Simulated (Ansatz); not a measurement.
# r2SCAN0/cc-pVDZ run of GeSiH6 (SMILES [SiH3][GeH3])

Aim: the electronic atomisation energy of GeSiH6 at r2SCAN0/cc-pVDZ, from 4 runs. 

Program for the calculation: Ansatz 0.2.0.

48 further runs of the same task are left out: 7 that didn't finish, 41 set aside as unsound or not needed. Runs told in other sessions of the task aren't counted.

### 1 The molecule

GeSiH6 has 8 atoms, charge 0, and is taken as a singlet. SMILES: `[SiH3][GeH3]`. The shape is that of a PBE0-D4/def2-TZVP optimisation.

Bond lengths: Si1–Ge2 2.378 Å, Si1–H3 1.487 Å, Si1–H4 1.487 Å, Si1–H5 1.487 Å, Ge2–H6 1.538 Å, Ge2–H7 1.538 Å, Ge2–H8 1.538 Å. Some angles: Si1–Ge2–H6 110.6°, Si1–Ge2–H7 110.6°, Si1–Ge2–H8 110.6°, Ge2–Si1–H3 110.1°, Ge2–Si1–H4 110.1°, Ge2–Si1–H5 110.1°, H6–Ge2–H7 108.3°, H6–Ge2–H8 108.3°, H7–Ge2–H8 108.3°, H3–Si1–H4 108.8°.

### 2 A single-point energy at r2SCAN0/cc-pVDZ

run.yaml reads:

```yaml
crystal:
  periodic: [false, false, false]
  atoms:
    - {symbol: Si, position_ang: [-0.516700, 0.386500, -1.010200]}
    - {symbol: Ge, position_ang: [0.529700, -0.393800, 0.977400]}
    - {symbol: H, position_ang: [-1.894900, 0.857200, -0.710900]}
    - {symbol: H, position_ang: [-0.590800, -0.708400, -2.013300]}
    - {symbol: H, position_ang: [0.260800, 1.514500, -1.587400]}
    - {symbol: H, position_ang: [0.619100, 0.733600, 2.019400]}
    - {symbol: H, position_ang: [1.954300, -0.890500, 0.679100]}
    - {symbol: H, position_ang: [-0.269300, -1.556200, 1.590100]}
basis:
  gaussian:
    orbitals: cc-pVDZ
hamiltonian:
  xc: {name: r2SCAN0}
magnetization:
  spin_polarized: false
  initial_magnetization: 0
output: {orbitals: {seedname: orbitals}}
accuracy: high
```

Started as:

```
$ ansatz run run.yaml --threads 1 --pin off --max-ram 3480MiB --events-out events.jsonl --progress --plain --runs-dir runs
```

The log of the run:

```text
Warning: RAYON_NUM_THREADS=1 ignored (pool sized by the plan → 1); use --threads N
Functional definition: r2SCAN0
  name "r2SCAN0"
  parameter a = 0.25
  parameter k0 = 0.174
  parameter k1 = 0.065
  parameter a1 = 4.9479
  exchange = (1 - a)*r2scan_x(k0 = k0, k1 = k1, a1 = a1) + a*exact_x
  correlation = r2scan_c
1748 factors; integrals over basis functions are off by at most 4.7e-9 eV
mean field evaluation 1: about -64490.4056 eV, gradient 6.9e0 eV
mean field evaluation 2: about -64490.5668 eV, gradient 2.0e0 eV
mean field evaluation 4: about -64490.5785 eV, gradient 6.2e-1 eV
mean field evaluation 8: about -64490.6580 eV, gradient 4.6e-3 eV
mean field evaluation 16: about -64490.6580 eV, gradient 7.8e-7 eV
mean field -64490.65797371 eV, -2369.9879671958 hartree, gradient 7.5e-9 eV, S^2 0.000000; 0 other end points of the search recorded, 0 dependent functions left out
reference -64490.65797437 eV, -2369.9879672203 hartree; 26, 26 occupied and 49, 49 virtual orbitals, 1748 factors
Total energy: -64490.65797437 eV, -2369.9879672203 hartree
```

It took 16 s on 1 thread of Arm Neoverse V1, shared host; peak memory 0.29 GiB.

### 3 The Ge atom at the same level

input.yaml reads:

```yaml
crystal:
  periodic: [false, false, false]
  atoms:
    - {symbol: Ge, position_ang: [0.000000, 0.000000, 0.000000]}
basis:
  gaussian:
    orbitals: cc-pVDZ
magnetization:
  spin_polarized: true
  initial_magnetization: 2
hamiltonian:
  xc: {name: r2SCAN0}
accuracy: high
```

Started as:

```
$ ansatz run input.yaml --threads 1 --pin off --max-ram 3480MiB --events-out events.jsonl --progress --plain --runs-dir runs
```

The log of the run, cut to the lines that bear on the results:

```text
Warning: RAYON_NUM_THREADS=1 ignored (pool sized by the plan → 1); use --threads N
[... 8 set-up lines as earlier in the session ...]
260 factors; integrals over basis functions are off by at most 4.5e-9 eV
mean field evaluation 1: about -56514.1395 eV, gradient 2.2e0 eV
mean field evaluation 2: about -56514.2001 eV, gradient 5.2e-1 eV
mean field evaluation 4: about -56514.2060 eV, gradient 1.5e-1 eV
mean field evaluation 8: about -56514.2061 eV, gradient 1.6e-4 eV
mean field evaluation 16: about -56514.2061 eV, gradient 1.4e-8 eV
mean field -56514.20608407 eV, -2076.8587668848 hartree, gradient 1.4e-8 eV, S^2 2.004949; 0 other end points of the search recorded, 0 dependent functions left out
reference -56514.20608552 eV, -2076.8587669382 hartree; 17, 15 occupied and 10, 12 virtual orbitals, 260 factors
Total energy: -56514.20608552 eV, -2076.8587669382 hartree
```

Wall time 3.3 s (1 thread of Arm Neoverse V1, shared host); peak memory 0.14 GiB.

### 4 The H atom, same level

run.yaml reads:

```yaml
crystal:
  periodic: [false, false, false]
  atoms:
    - {symbol: H, position_ang: [0.000000, 0.000000, 0.000000]}
basis:
  gaussian:
    orbitals: cc-pVDZ
magnetization:
  spin_polarized: true
  initial_magnetization: 1
hamiltonian:
  xc: {name: r2SCAN0}
accuracy: high
```

Started as:

```
$ ansatz run run.yaml --threads 1 --pin off --max-ram 3480MiB --events-out events.jsonl --progress --plain --runs-dir runs
```

The log of the run, cut to the lines that bear on the results:

```text
Warning: RAYON_NUM_THREADS=1 ignored (pool sized by the plan → 1); use --threads N
[... 8 set-up lines as earlier in the session ...]
15 factors; integrals over basis functions are off by at most 4.6e-8 eV
mean field evaluation 1: about -13.5812 eV, gradient 5.2e-1 eV
mean field evaluation 2: about -13.5847 eV, gradient 5.9e-2 eV
mean field evaluation 4: about -13.5846 eV, gradient 1.2e-5 eV
mean field evaluation 8: about -13.5846 eV, gradient 5.0e-11 eV
mean field -13.58462898 eV, -0.4992259069 hartree, gradient 5.0e-10 eV, S^2 0.750000; 0 other end points of the search recorded, 0 dependent functions left out
reference -13.58462964 eV, -0.4992259312 hartree; 1, 0 occupied and 4, 5 virtual orbitals, 15 factors
Total energy: -13.58462964 eV, -0.4992259312 hartree
```

It took 0.42 s on 1 thread of Arm Neoverse V1, shared host.

### 5 The Si atom

in.yaml reads:

```yaml
crystal:
  periodic: [false, false, false]
  atoms:
    - {symbol: Si, position_ang: [0.000000, 0.000000, 0.000000]}
basis:
  gaussian:
    orbitals: cc-pVDZ
hamiltonian:
  xc: {name: r2SCAN0}
accuracy: high
magnetization:
  spin_polarized: true
  initial_magnetization: 2
```

Run the same way, it converges to -289.33825 Eh (log not shown).

### 6 Outcome

At r2SCAN0/cc-pVDZ:

| quantity | value |
| --- | --- |
| molecule: total energy | -2369.98797 Eh |
| molecule: HOMO energy | -8.45 eV |
| molecule: LUMO energy | 0.86 eV |
| molecule: HOMO–LUMO gap | 9.32 eV |
| Ge atom: total energy | -2076.85877 Eh |
| Ge atom: ⟨S²⟩ | 2.005 |
| H atom: total energy | -0.49923 Eh |
| H atom: ⟨S²⟩ | 0.750 |
| Si atom: total energy | -289.33825 Eh |
| Si atom: ⟨S²⟩ | 2.008 |
| electronic atomisation energy | 21.649 eV |

In words: Taking the molecule apart into free atoms costs 21.65 eV (499 kcal/mol), before zero-point energy and without spin-orbit coupling.
